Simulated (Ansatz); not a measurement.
# [(RSn)12O14(OH)6]2+, R = H (Sn₁₂H₁₇O₂₀ (+3)): the relaxed shape and its frontier levels

Aim: characterise [(RSn)12O14(OH)6]2+, R = H (Sn₁₂H₁₇O₂₀ (+3)) as a singlet: its structure, frontier levels and distribution of charge.

Computed with Ansatz 0.2.0, Gaussian basis. Level: RKS PBE0-D4/def2-SVP.

Levels to be run: relaxation at r2SCAN-D4/def2-SVP; a single point at PBE0-D4/def2-SVP.

5 further runs of the same task are left out: 3 for a known fault of the program, 1 that didn't finish, 1 set aside as unsound or not needed.

## Step 1: Where the work starts

49 atoms, charge 3, spin multiplicity 1.

Atoms are counted from 1 here; the program's logs count them from 0.

Bond lengths: Sn1–O13 2.091 Å, Sn1–O14 2.047 Å, Sn1–O15 2.065 Å, Sn1–O27 2.123 Å, Sn1–O28 2.102 Å, Sn1–H39 1.602 Å, Sn2–O13 2.153 Å, Sn2–O16 2.098 Å, Sn2–O17 2.098 Å, Sn2–O27 2.050 Å, Sn2–O29 2.050 Å, Sn2–H40 1.599 Å, Sn3–O13 2.091 Å, Sn3–O18 2.047 Å, Sn3–O19 2.065 Å, Sn3–O28 2.102 Å, Sn3–O29 2.122 Å, Sn3–H41 1.602 Å and more. Angles: O13–Sn1–O14 89.3°, O13–Sn1–O15 91.7°, O13–Sn1–O27 82.9°, O13–Sn1–O28 81.8°, O13–Sn1–H39 173.5°, O14–Sn1–O15 82.7°, O14–Sn1–O27 172.1°, O14–Sn1–O28 91.6°, O14–Sn1–H39 96.1°, O15–Sn1–O27 96.1°, O15–Sn1–O28 171.4°, O15–Sn1–H39 92.6°, O27–Sn1–O28 88.7°, O27–Sn1–H39 91.8°, O28–Sn1–H39 94.4°, O13–Sn2–O16 75.5°, O13–Sn2–O17 75.5°, O13–Sn2–O27 83.1° and more.

Sn takes a core potential in the def2 sets. No spin-orbit coupling is included. The ion is computed in the gas phase, without counter-ions or solvent.

The start is a GFN1-xTB geometry.

## Step 2: Optimising with r2SCAN-D4/def2-SVP

File in.yaml:

```yaml
crystal:
  periodic: [false, false, false]
  atoms:
    - {symbol: Sn, position_ang: [0.164860, 1.865010, 2.536290]}
    - {symbol: Sn, position_ang: [1.842500, 2.930830, 0.090420]}
    - {symbol: Sn, position_ang: [2.725640, 0.284390, 1.558960]}
    - {symbol: Sn, position_ang: [0.123410, 1.014320, -1.314070]}
    - {symbol: Sn, position_ang: [1.926800, -2.364850, 0.133960]}
    - {symbol: Sn, position_ang: [-2.442320, 0.330400, 1.801570]}
    - {symbol: Sn, position_ang: [-0.212510, -1.780440, 2.319460]}
    - {symbol: Sn, position_ang: [-2.074910, 2.580950, -0.287010]}
    - {symbol: Sn, position_ang: [2.585240, -0.294520, -2.066780]}
    - {symbol: Sn, position_ang: [-0.149810, -1.733590, -2.798040]}
    - {symbol: Sn, position_ang: [-1.724970, -2.655470, -0.227030]}
    - {symbol: Sn, position_ang: [-2.754640, -0.125930, -1.803850]}
    - {symbol: O, position_ang: [0.963890, 1.085520, 0.768160]}
    - {symbol: O, position_ang: [-0.697130, 0.047810, 2.919070]}
    - {symbol: O, position_ang: [-1.649730, 2.237460, 1.623110]}
    - {symbol: O, position_ang: [-0.119890, 2.981070, -0.649520]}
    - {symbol: O, position_ang: [2.121070, 1.598570, -1.506590]}
    - {symbol: O, position_ang: [1.715970, -1.440840, 1.997930]}
    - {symbol: O, position_ang: [3.132970, -0.712980, -0.202900]}
    - {symbol: O, position_ang: [-1.669070, 1.574710, -2.093560]}
    - {symbol: O, position_ang: [0.742160, 0.086460, -3.013980]}
    - {symbol: O, position_ang: [0.094590, -2.952790, 0.629400]}
    - {symbol: O, position_ang: [1.618870, -2.127620, -1.816080]}
    - {symbol: O, position_ang: [-2.101650, -1.598470, 1.468540]}
    - {symbol: O, position_ang: [-3.132040, 0.803160, -0.002890]}
    - {symbol: O, position_ang: [-0.920600, -0.846930, -1.039940]}
    - {symbol: O, position_ang: [1.119890, 3.640970, 1.872750]}
    - {symbol: O, position_ang: [2.011090, 1.215120, 3.302750]}
    - {symbol: O, position_ang: [3.532030, 2.150670, 0.949820]}
    - {symbol: O, position_ang: [-1.058100, -3.432620, -2.044220]}
    - {symbol: O, position_ang: [-1.984880, -1.028770, -3.537130]}
    - {symbol: O, position_ang: [-3.469620, -1.944280, -1.122710]}
    - {symbol: H, position_ang: [1.575180, 4.240620, 2.455240]}
    - {symbol: H, position_ang: [1.972330, 0.669760, 4.081860]}
    - {symbol: H, position_ang: [4.192130, 2.633920, 1.436390]}
    - {symbol: H, position_ang: [-1.543060, -4.044180, -2.587920]}
    - {symbol: H, position_ang: [-1.947600, -0.484590, -4.318930]}
    - {symbol: H, position_ang: [-4.107130, -2.469900, -1.594070]}
    - {symbol: H, position_ang: [-0.296280, 2.562850, 3.902350]}
    - {symbol: H, position_ang: [2.347920, 4.234360, -0.686280]}
    - {symbol: H, position_ang: [4.115890, -0.159470, 2.218640]}
    - {symbol: H, position_ang: [2.922750, -3.600770, 0.369100]}
    - {symbol: H, position_ang: [-3.632430, 0.443860, 2.871700]}
    - {symbol: H, position_ang: [-0.379780, -2.806910, 3.541250]}
    - {symbol: H, position_ang: [-3.049780, 3.829680, -0.573510]}
    - {symbol: H, position_ang: [3.753440, -0.366010, -3.171900]}
    - {symbol: H, position_ang: [0.313320, -2.390410, -4.183800]}
    - {symbol: H, position_ang: [-2.373960, -4.026100, 0.285410]}
    - {symbol: H, position_ang: [-4.122060, 0.346000, -2.491430]}
basis:
  gaussian: {orbitals: def2-SVP, fitting: {mean_field: def2-universal-jkfit}}
total_charge: 3
hamiltonian: {xc: r2scan, dispersion: d4}
scf: {lower_state_search: "off"}
output: {orbitals: {seedname: orbitals}}
relax: {f_tol: 0.03, max_steps: 70}
```

Command:

```
> ansatz run in.yaml --threads 4 --pin off --events-out ev --progress --plain --max-ram 46080MiB --backend cuda --devices 0, --max-vram 37GiB
```

Further steps of the session: Single point, PBE0-D4/def2-SVP.

**Question.** What will the summary of the whole plan be? Wanted: point group; commonest bond, hydrogen aside; HOMO, LUMO at PBE0-D4/def2-SVP.

The runs gave:

| quantity | value |
| --- | --- |
| point group | Cs |
| commonest bond, hydrogen aside | O–Sn, 54 of mean length 2.113 Å |
| HOMO, LUMO at PBE0-D4/def2-SVP | -16.40, -10.86 eV |

In words: The relaxation broke 4 and made 0 bonds, so the end is another structure than the start. No usable vibrations, so a minimum isn't proven. The HOMO lies nearest to H39, H41 about 16 % each; O28 12 % and the LUMO to Sn4 24 %; O20, O21 about 9 % each. Whether this spin is the lowest isn't tested here. The point group is read from a loosely relaxed geometry; soft torsions can leave it below the true symmetry.
